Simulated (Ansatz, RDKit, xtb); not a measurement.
**Isomers of Si2NH6OF, a sample narrowed down**

A sample of isomers of Si2NH6OF is drawn. Aim: find which of them has the lowest free energy at 298.15 K, then its properties. The sample is small against all isomers, and the most stable one of this formula need not be in it.

Plan: many cheap relaxations first (GFN2-xTB), then density-functional screening, relaxation at PBE-D3(BJ)/def2-SVP, vibrations and a final energy. The numbers are computed, not measured.

## 1. Drawing up candidates

Isomers were taken from a list of plausible structures; this is a sample, not all of them. That gives 3 candidates.

```
label              SMILES     spin
 c037  O[Si@@H](F)N[SiH3]  singlet
 c423     O[SiH2]N[SiH2]F  singlet
 c956   ON([SiH3])[SiH2]F  singlet
```

Candidates are built by distance geometry, with a force field where one applies, in up to four conformers (letters a to d).

## 2. First filter: tight binding

All 10 starts are relaxed the same way. One of them, c956c (taken from a list of positional isomers, embedded by distance geometry and MMFF94), in full:

File start.xyz:

```xyz
11
c956c
F     -0.862245    -0.377925    -2.066455
N     -1.966026     0.645365     0.121522
O     -2.962697     1.617008     0.754807
Si    -0.477384     0.576003     0.923018
Si    -1.774730     0.801051    -1.533003
H     -2.440192     2.447486     0.877058
H      0.161577     1.904451     0.713981
H     -0.737931     0.401396     2.371385
H      0.375077    -0.537632     0.374883
H     -3.139965     0.737015    -2.175009
H     -1.179738     2.148158    -1.817417
```

The run is started by

```
xtb start.xyz --gfn 2 --opt
```

Output, cut to the lines that bear on the results:

```text
* xtb version 6.7.1
[...]
          :  # basis functions                  38          :
[...]
          :  # electrons                        32          :
[...]
          :  Hamiltonian                  GFN2-xTB          :
[...]
          :  net charge                          0          :
          :  unpaired electrons                  0          :
[...]
   *** convergence criteria satisfied after 12 iterations ***
[...]
   *** GEOMETRY OPTIMIZATION CONVERGED AFTER 26 ITERATIONS ***
[...]
   *** convergence criteria satisfied after 3 iterations ***
[...]
         ::                     SUMMARY                     ::
         :::::::::::::::::::::::::::::::::::::::::::::::::::::
         :: total energy             -18.303208655418 Eh    ::
         :: gradient norm              0.000453479199 Eh/a0 ::
         :: HOMO-LUMO gap              4.994118299228 eV    ::
         ::.................................................::
         :: SCC energy               -18.409340293736 Eh    ::
         :: -> isotropic ES            0.066047118430 Eh    ::
         :: -> anisotropic ES         -0.004284242728 Eh    ::
         :: -> anisotropic XC          0.002557178015 Eh    ::
         :: -> dispersion             -0.007185577241 Eh    ::
         :: repulsion energy           0.106131638318 Eh    ::
         :: add. restraining           0.000000000000 Eh    ::
         :: total charge              -0.000000000000 e     ::
         :::::::::::::::::::::::::::::::::::::::::::::::::::::
[...]
        16        2.0000           -0.3804293             -10.3520 (HOMO)
        17                         -0.1968989              -5.3579 (LUMO)
[...]
     #   Z          covCN         q      C6AA      α(0)
     1   9 F        0.705    -0.290    12.218     4.127
     2   7 N        2.544    -0.288    27.460     7.782
     3   8 O        1.762    -0.392    20.655     6.137
     4  14 Si       3.646     0.497    97.639    18.947
     5  14 Si       3.442     0.574   101.652    19.676
     6   1 H        0.805     0.298     0.726     1.338
     7   1 H        0.917    -0.092     5.307     3.603
     8   1 H        0.918    -0.084     5.049     3.514
     9   1 H        0.920    -0.087     5.130     3.542
    10   1 H        0.921    -0.066     4.495     3.316
    11   1 H        0.920    -0.070     4.616     3.360
[...]
     #   Z sym  total        # sym  WBO       # sym  WBO       # sym  WBO
 ---------------------------------------------------------------------------
     1   9 F    1.160 --     5 Si   1.065
     2   7 N    3.205 --     5 Si   1.045     3 O    1.006     4 Si   0.968
     3   8 O    1.963 --     2 N    1.006     6 H    0.904
     4  14 Si   3.685 --     2 N    0.968     9 H    0.894     8 H    0.892
                             7 H    0.891
     5  14 Si   3.910 --     1 F    1.065     2 N    1.045    11 H    0.885
                            10 H    0.883
     6   1 H    0.911 --     3 O    0.904
     7   1 H    0.991 --     4 Si   0.891
     8   1 H    0.993 --     4 Si   0.892
     9   1 H    0.992 --     4 Si   0.894
    10   1 H    0.996 --     5 Si   0.883
    11   1 H    0.995 --     5 Si   0.885
[...]
molecular dipole:
                 x           y           z       tot (Debye)
 q only:        0.042       0.349       0.266
   full:       -0.066       0.507       0.254       1.452
molecular quadrupole (traceless):
[...]
          | TOTAL ENERGY              -18.303208655418 Eh   |
          | GRADIENT NORM               0.000453479199 Eh/α |
          | HOMO-LUMO GAP               4.994118299228 eV   |
           -------------------------------------------------
[...]
```

It took 0.21 s on 2 threads of Intel Xeon Platinum 8259CL at 2.50GHz (Skylake/Cascade Lake), shared host.

## 3. Distinct minima at GFN2-xTB

10 of the 10 relaxations converged; 1 ended on a minimum already found. 9 distinct structures remain:

| label | start | SMILES after | spin | energy (kcal/mol) |
| --- | --- | --- | --- | --- |
| c423c | drawn | O[SiH2]N[SiH2]F | singlet | 0.0 |
| c423b | drawn | O[SiH2]N[SiH2]F | singlet | 0.9 |
| c423a | drawn | O[SiH2]N[SiH2]F | singlet | 1.1 |
| c037d | drawn | O[Si@@H](F)N[SiH3] | singlet | 3.1 |
| c037b | drawn | O[Si@@H](F)N[SiH3] | singlet | 3.6 |
| c037c | drawn | O[Si@@H](F)N[SiH3] | singlet | 3.9 |
| c037a | drawn | O[Si@@H](F)N[SiH3] | singlet | 4.3 |
| c956c | drawn | ON([SiH3])[SiH2]F | singlet | 67.5 |
| c956a | drawn | ON([SiH3])[SiH2]F | singlet | 67.6 |

## 4. Second filter: single points

A choice of the minima (the low ones first, few conformers of a pattern, up to a cap) and the lowest that fell apart get a single point at r2SCAN-D4/def2-SVP on the tight-binding geometry, and one at HF/STO-3G for comparison. The lowest singlets are also tried as triplets at the same geometry (label ending in t). Within 40 kcal/mol but not screened, among others: c423a, c037c, c037a. The first, c423c:

File input.yaml:

```yaml
basis:
  gaussian: {orbitals: def2-SVP}
crystal:
  periodic: [false, false, false]
  atoms:
    - {symbol: F, position_ang: [-2.791748, 2.336337, 0.993183]}
    - {symbol: "N", position_ang: [-0.863010, 0.621215, 1.488932]}
    - {symbol: O, position_ang: [0.803860, -0.807709, -0.150609]}
    - {symbol: Si, position_ang: [0.562691, -0.367361, 1.388510]}
    - {symbol: Si, position_ang: [-1.366047, 1.860419, 0.410249]}
    - {symbol: H, position_ang: [0.096249, -1.173398, -0.675235]}
    - {symbol: H, position_ang: [0.293731, -1.501854, 2.271446]}
    - {symbol: H, position_ang: [1.795688, 0.353968, 1.671653]}
    - {symbol: H, position_ang: [-1.292970, 0.658607, 2.399050]}
    - {symbol: H, position_ang: [-0.538150, 3.057967, 0.416305]}
    - {symbol: H, position_ang: [-1.636145, 1.306762, -0.907986]}
hamiltonian: {xc: {name: r2SCAN}, dispersion: d4}
scf: {lower_state_search: "off"}
output: {orbitals: {seedname: orbitals}}
```

The run is started by

```
ansatz run input.yaml --threads 2 --pin off --max-ram 5220MiB --events-out events.jsonl --progress --plain --runs-dir runs
```

Output, cut to the lines that bear on the results:

```text
Warning: RAYON_NUM_THREADS=2 ignored (pool sized by the plan → 2); use --threads N
Functional definition: r2SCAN
  name "r2SCAN"
[...]
1203 factors; their error is unknown
[...]
mean field -22096.33880510 eV, -812.0254736512 hartree, gradient 2.2e-6 eV, S^2 0.000000; 0 other end points of the search recorded, 0 dependent functions left out
reference -22096.33881579 eV, -812.0254740438 hartree; 29, 29 occupied and 79, 79 virtual orbitals, 1203 factors
Total energy: -22096.39777984 eV, -812.0276409328 hartree
Checks for a lower state left out: stability, starts, cluster_reference, orbital_swaps, neighbouring_geometries, increment
```

Wall time 1.9 s (2 threads of Intel Xeon Platinum 8259CL at 2.50GHz (Skylake/Cascade Lake), shared host); peak memory 0.15 GiB.

Relative energies in kcal/mol, each column from its lowest structure that stays in one piece:

```
 label              SMILES     spin  GFN2-xTB  HF/STO-3G  r2SCAN-D4/def2-SVP
 c037d  O[Si@@H](F)N[SiH3]  singlet       3.1        0.0                 0.0
 c037b  O[Si@@H](F)N[SiH3]  singlet       3.6        0.8                 1.0
 c423c     O[SiH2]N[SiH2]F  singlet       0.0        6.3                 7.5
 c423b     O[SiH2]N[SiH2]F  singlet       0.9        5.8                 7.6
c037dt  O[Si@@H](F)N[SiH3]  triplet         –          –               143.4
c423ct     O[SiH2]N[SiH2]F  triplet         –          –               151.0
```

## 5. Refinement at PBE-D3(BJ)/def2-SVP

3 candidates are relaxed at PBE-D3(BJ)/def2-SVP (chosen among the lowest in one piece, one conformer a pattern, with other spins of them). The first, c037d:

File input.yaml:

```yaml
crystal:
  periodic: [false, false, false]
  atoms:
    - {symbol: F, position_ang: [0.309570, -0.562168, 0.495524]}
    - {symbol: "N", position_ang: [-0.687804, 1.808288, 1.043767]}
    - {symbol: O, position_ang: [-2.285933, -0.464113, 0.955910]}
    - {symbol: Si, position_ang: [-0.850582, 0.128713, 1.378695]}
    - {symbol: Si, position_ang: [-1.865812, 3.075738, 1.150172]}
    - {symbol: H, position_ang: [-2.640577, -0.357182, 0.076660]}
    - {symbol: H, position_ang: [-0.681097, -0.290249, 2.749051]}
    - {symbol: H, position_ang: [0.250530, 2.100998, 0.827274]}
    - {symbol: H, position_ang: [-1.120044, 4.306298, 1.417750]}
    - {symbol: H, position_ang: [-2.797363, 2.744379, 2.226342]}
    - {symbol: H, position_ang: [-2.593971, 3.184761, -0.123067]}
basis:
  gaussian:
    orbitals: def2-SVP
scf:
  lower_state_search: off
hamiltonian:
  xc: {name: PBE}
  dispersion: d3bj
relax:
  f_tol: 0.003
```

The run is started by

```
ansatz run input.yaml --threads 2 --pin off --max-ram 5220MiB --events-out events.jsonl --progress --plain --runs-dir runs
```

Output:

```text
Warning: RAYON_NUM_THREADS=2 ignored (pool sized by the plan → 2); use --threads N
The last accepted step is kept in runs//last_step.txt (removed where the run ends without a failure and the disk answers)
Functional definition: PBE
  name "PBE"
  parameter kappa = 0.804
  parameter beta = 0.06672455060314922
  exchange = pbe_x(kappa = kappa, mu = beta*pi^2/3)
  correlation = pbe_c(beta = beta)
these checks for a lower state are left out or cut short: stability, starts, cluster_reference, orbital_swaps, neighbouring_geometries, increment
1203 factors; their error is unknown
mean field evaluation 1: about -22073.4575 eV, gradient 8.3e1 eV
mean field evaluation 2: about -22039.4022 eV, gradient 1.5e2 eV
mean field evaluation 4: about -22085.7824 eV, gradient 1.0e1 eV
mean field evaluation 8: about -22085.9538 eV, gradient 2.1e-1 eV
mean field evaluation 16: about -22085.8685 eV, gradient 6.7e-4 eV
mean field -22085.86852775 eV, -811.6406980554 hartree, gradient 4.9e-6 eV, S^2 0.000000; 0 other end points of the search recorded, 0 dependent functions left out
the calculation of the forces begins
reference -22085.86856537 eV, -811.6406994378 hartree; 29, 29 occupied and 79, 79 virtual orbitals, 1203 factors
relax step   1: F+E_penalty+E_count = -22086.10637761 eV  Δ(F+E_penalty+E_count) = +0.000e0 eV  max|allowed force component| = 1.411e0 eV/Å  Δτ_max = 0.0000 Å  (17 SCF iters, accepted)
these checks for a lower state are left out or cut short: stability, starts, cluster_reference, orbital_swaps, neighbouring_geometries, increment
1203 factors; their error is unknown
mean field -22086.02254895 eV, -811.6463582300 hartree, gradient 1.6e-6 eV, S^2 0.000000; 0 other end points of the search recorded, 0 dependent functions left out
the calculation of the forces begins
reference -22086.02258699 eV, -811.6463596280 hartree; 29, 29 occupied and 79, 79 virtual orbitals, 1203 factors
relax step   2: F+E_penalty+E_count = -22086.25793464 eV  Δ(F+E_penalty+E_count) = -1.516e-1 eV  max|allowed force component| = 9.106e-1 eV/Å  Δτ_max = 0.0633 Å  (20 SCF iters, accepted)
these checks for a lower state are left out or cut short: stability, starts, cluster_reference, orbital_swaps, neighbouring_geometries, increment
1203 factors; their error is unknown
mean field evaluation 32: about -22086.0537 eV, gradient 6.9e-4 eV
mean field -22086.05368147 eV, -811.6475023290 hartree, gradient 1.6e-6 eV, S^2 0.000000; 0 other end points of the search recorded, 0 dependent functions left out
the calculation of the forces begins
reference -22086.05371954 eV, -811.6475037281 hartree; 29, 29 occupied and 79, 79 virtual orbitals, 1203 factors
relax step   3: F+E_penalty+E_count = -22086.28881826 eV  Δ(F+E_penalty+E_count) = -3.088e-2 eV  max|allowed force component| = 3.011e-1 eV/Å  Δτ_max = 0.0542 Å  (20 SCF iters, accepted)
[... from here on, the SCF cycles and remarks between the steps are left out ...]
relax step   4: F+E_penalty+E_count = -22086.29575504 eV  Δ(F+E_penalty+E_count) = -6.937e-3 eV  max|allowed force component| = 2.863e-1 eV/Å  Δτ_max = 0.1509 Å  (19 SCF iters, accepted)
relax step   5: F+E_penalty+E_count = -22086.30145739 eV  Δ(F+E_penalty+E_count) = -5.702e-3 eV  max|allowed force component| = 1.017e-1 eV/Å  Δτ_max = 0.0222 Å  (21 SCF iters, accepted)
relax step   6: F+E_penalty+E_count = -22086.30210298 eV  Δ(F+E_penalty+E_count) = -6.456e-4 eV  max|allowed force component| = 1.698e-2 eV/Å  Δτ_max = 0.0079 Å  (21 SCF iters, accepted)
relax step   7: F+E_penalty+E_count = -22086.30229725 eV  Δ(F+E_penalty+E_count) = -1.943e-4 eV  max|allowed force component| = 1.251e-2 eV/Å  Δτ_max = 0.0161 Å  (20 SCF iters, accepted)
relax step   8: F+E_penalty+E_count = -22086.30261323 eV  Δ(F+E_penalty+E_count) = -3.160e-4 eV  max|allowed force component| = 9.617e-3 eV/Å  Δτ_max = 0.0243 Å  (20 SCF iters, accepted)
relax step   9: F+E_penalty+E_count = -22086.30095799 eV  Δ(F+E_penalty+E_count) = +1.655e-3 eV  max|allowed force component| = 1.450e-1 eV/Å  Δτ_max = 0.1964 Å  (18 SCF iters, rejected (line search))
relax step  10: F+E_penalty+E_count = -22086.30277738 eV  Δ(F+E_penalty+E_count) = -1.642e-4 eV  max|allowed force component| = 2.076e-2 eV/Å  Δτ_max = 0.0179 Å  (20 SCF iters, accepted)
relax step  11: F+E_penalty+E_count = -22086.30392580 eV  Δ(F+E_penalty+E_count) = -1.148e-3 eV  max|allowed force component| = 4.379e-2 eV/Å  Δτ_max = 0.0977 Å  (19 SCF iters, accepted)
relax step  12: F+E_penalty+E_count = -22086.30153716 eV  Δ(F+E_penalty+E_count) = +2.389e-3 eV  max|allowed force component| = 2.589e-1 eV/Å  Δτ_max = 0.1468 Å  (18 SCF iters, rejected (line search))
relax step  13: F+E_penalty+E_count = -22086.30146518 eV  Δ(F+E_penalty+E_count) = +2.461e-3 eV  max|allowed force component| = 1.225e-1 eV/Å  Δτ_max = 0.0427 Å  (19 SCF iters, rejected (line search))
relax step  14: F+E_penalty+E_count = -22086.30467352 eV  Δ(F+E_penalty+E_count) = -7.477e-4 eV  max|allowed force component| = 1.195e-2 eV/Å  Δτ_max = 0.0211 Å  (20 SCF iters, accepted)
relax step  15: F+E_penalty+E_count = -22086.30560825 eV  Δ(F+E_penalty+E_count) = -9.347e-4 eV  max|allowed force component| = 5.336e-2 eV/Å  Δτ_max = 0.0724 Å  (19 SCF iters, accepted)
relax step  16: F+E_penalty+E_count = -22086.30575720 eV  Δ(F+E_penalty+E_count) = -1.489e-4 eV  max|allowed force component| = 1.718e-1 eV/Å  Δτ_max = 0.1101 Å  (19 SCF iters, accepted)
relax step  17: F+E_penalty+E_count = -22086.30643936 eV  Δ(F+E_penalty+E_count) = -6.822e-4 eV  max|allowed force component| = 6.599e-2 eV/Å  Δτ_max = 0.0284 Å  (20 SCF iters, accepted)
relax step  18: F+E_penalty+E_count = -22086.30673645 eV  Δ(F+E_penalty+E_count) = -2.971e-4 eV  max|allowed force component| = 1.849e-2 eV/Å  Δτ_max = 0.0206 Å  (20 SCF iters, accepted)
relax step  19: F+E_penalty+E_count = -22086.30700482 eV  Δ(F+E_penalty+E_count) = -2.684e-4 eV  max|allowed force component| = 1.526e-2 eV/Å  Δτ_max = 0.0375 Å  (19 SCF iters, accepted)
relax step  20: F+E_penalty+E_count = -22086.30714137 eV  Δ(F+E_penalty+E_count) = -1.366e-4 eV  max|allowed force component| = 3.601e-2 eV/Å  Δτ_max = 0.0674 Å  (19 SCF iters, accepted)
relax step  21: F+E_penalty+E_count = -22086.30719276 eV  Δ(F+E_penalty+E_count) = -5.139e-5 eV  max|allowed force component| = 1.370e-2 eV/Å  Δτ_max = 0.0039 Å  (13 SCF iters, accepted)
relax step  22: F+E_penalty+E_count = -22086.30722408 eV  Δ(F+E_penalty+E_count) = -3.132e-5 eV  max|allowed force component| = 4.235e-3 eV/Å  Δτ_max = 0.0045 Å  (13 SCF iters, accepted)
relax step  23: F+E_penalty+E_count = -22086.30722872 eV  Δ(F+E_penalty+E_count) = -4.637e-6 eV  max|allowed force component| = 4.059e-3 eV/Å  Δτ_max = 0.0039 Å  (13 SCF iters, accepted)
these checks for a lower state are left out or cut short: stability, starts, cluster_reference, orbital_swaps, neighbouring_geometries, increment
1203 factors; their error is unknown
mean field -22086.06651076 eV, -811.6479737968 hartree, gradient 9.8e-7 eV, S^2 0.000000; 0 other end points of the search recorded, 0 dependent functions left out
the calculation of the forces begins
reference -22086.06654861 eV, -811.6479751880 hartree; 29, 29 occupied and 79, 79 virtual orbitals, 1203 factors
relax step  24: F+E_penalty+E_count = -22086.30722979 eV  Δ(F+E_penalty+E_count) = -1.072e-6 eV  max|allowed force component| = 2.164e-3 eV/Å  Δτ_max = 0.0009 Å  (13 SCF iters, accepted)
Total energy: -22086.30726765 eV, -811.6568214492 hartree
Atom 0 at     0.262851    -0.626543     0.323625 Å, force     0.000846    -0.000600    -0.001159 eV/Å
Atom 1 at    -0.574632     1.799205     1.235146 Å, force    -0.000104    -0.000165    -0.000018 eV/Å
Atom 2 at    -2.376454    -0.254553     0.965666 Å, force    -0.000642     0.000762    -0.001659 eV/Å
Atom 3 at    -0.792732     0.086001     1.354140 Å, force    -0.000145     0.000606     0.002164 eV/Å
Atom 4 at    -1.879492     2.975216     1.119588 Å, force    -0.000446     0.000189    -0.000220 eV/Å
Atom 5 at    -2.663360     0.026674     0.078326 Å, force    -0.000188    -0.000639     0.000856 eV/Å
Atom 6 at    -0.554019    -0.522622     2.690341 Å, force     0.000090    -0.000058    -0.000020 eV/Å
Atom 7 at     0.379175     2.169714     1.192598 Å, force     0.000446     0.000045    -0.000043 eV/Å
Atom 8 at    -1.244468     4.336916     1.093606 Å, force     0.000017     0.000014     0.000053 eV/Å
Atom 9 at    -2.826048     2.881760     2.283714 Å, force     0.000113    -0.000126     0.000074 eV/Å
Atom 10 at    -2.693903     2.803695    -0.138671 Å, force     0.000013    -0.000028    -0.000029 eV/Å
Dipole moment:     0.052276     0.302330    -0.087291 e Å
Checks for a lower state left out: stability, starts, cluster_reference, orbital_swaps, neighbouring_geometries, increment
```

Wall time 41 s (2 threads of Intel Xeon Platinum 8259CL at 2.50GHz (Skylake/Cascade Lake), shared host); peak memory 0.16 GiB.

Energy change by step (eV): 0.0000, -0.1516, -0.1824, -0.1894, -0.1951, -0.1957, -0.1959, -0.1962, -0.1946, -0.1964, -0.1975, -0.1952, -0.1951, -0.1983, -0.1992, -0.1994, -0.2001, -0.2004, -0.2006, -0.2008, -0.2008, -0.2008, -0.2009, -0.2009.

After the run. Bond lengths: F1–Si4 1.638 Å, N2–Si4 1.731 Å, O3–Si4 1.666 Å, N2–Si5 1.760 Å, O3–H6 0.974 Å, Si4–H7 1.488 Å, N2–H8 1.024 Å, Si5–H9 1.503 Å, Si5–H10 1.503 Å, Si5–H11 1.509 Å. Some angles: F1–Si4–N2 107.8°, F1–Si4–O3 112.1°, N2–Si4–O3 107.8°, Si4–N2–Si5 124.9°, F1–Si4–H7 106.5°, N2–Si4–H7 116.5°, O3–Si4–H7 106.2°, Si4–N2–H8 118.6°, Si5–N2–H8 116.5°, Si4–O3–H6 115.7°.

## 6. The relaxed candidates

```
 label     spin  r2SCAN-D4/def2-SVP (kcal/mol)  PBE-D3(BJ)/def2-SVP, relaxed (kcal/mol)     time                                 note
 c037d  singlet                            0.0                                      0.0     41 s                                     
 c423c  singlet                            7.5                                      2.2     58 s                                     
c037dt  triplet                          143.4                                     88.6  2.5 min  fell apart (O[Si@@H](F)N[SiH2].[H])
```

c037d: Bond lengths: F1–Si4 1.638 Å, N2–Si4 1.731 Å, O3–Si4 1.666 Å, N2–Si5 1.760 Å, O3–H6 0.974 Å, Si4–H7 1.488 Å, N2–H8 1.024 Å, Si5–H9 1.503 Å, Si5–H10 1.503 Å, Si5–H11 1.509 Å. Some angles: F1–Si4–N2 107.8°, F1–Si4–O3 112.1°, N2–Si4–O3 107.8°, Si4–N2–Si5 124.9°, F1–Si4–H7 106.5°, N2–Si4–H7 116.5°, O3–Si4–H7 106.2°, Si4–N2–H8 118.6°, Si5–N2–H8 116.5°, Si4–O3–H6 115.7°.

c423c: Bond lengths: N2–Si4 1.763 Å, O3–Si4 1.678 Å, F1–Si5 1.657 Å, N2–Si5 1.735 Å, O3–H6 0.977 Å, Si4–H7 1.507 Å, Si4–H8 1.497 Å, N2–H9 1.025 Å, Si5–H10 1.497 Å, Si5–H11 1.494 Å. Some angles: N2–Si4–O3 106.8°, Si4–N2–Si5 121.6°, F1–Si5–N2 109.5°, N2–Si4–H7 106.6°, N2–Si4–H8 114.2°, O3–Si4–H7 115.4°, O3–Si4–H8 104.3°, Si4–N2–H9 117.5°, Si5–N2–H9 116.5°, Si4–O3–H6 114.2°.

c037dt: Bond lengths: F1–Si4 1.637 Å, N2–Si4 1.744 Å, O3–Si4 1.659 Å, N2–Si5 1.764 Å, O3–H6 0.974 Å, Si4–H7 1.487 Å, N2–H8 1.027 Å, Si5–H9 1.515 Å, Si5–H11 1.511 Å. Some angles: F1–Si4–N2 104.7°, F1–Si4–O3 112.7°, N2–Si4–O3 110.1°, Si4–N2–Si5 129.7°, F1–Si4–H7 106.7°, N2–Si4–H7 117.0°, O3–Si4–H7 105.9°, Si4–N2–H8 114.4°, Si5–N2–H8 115.1°, Si4–O3–H6 115.2°.

[end of part 1 of 2]
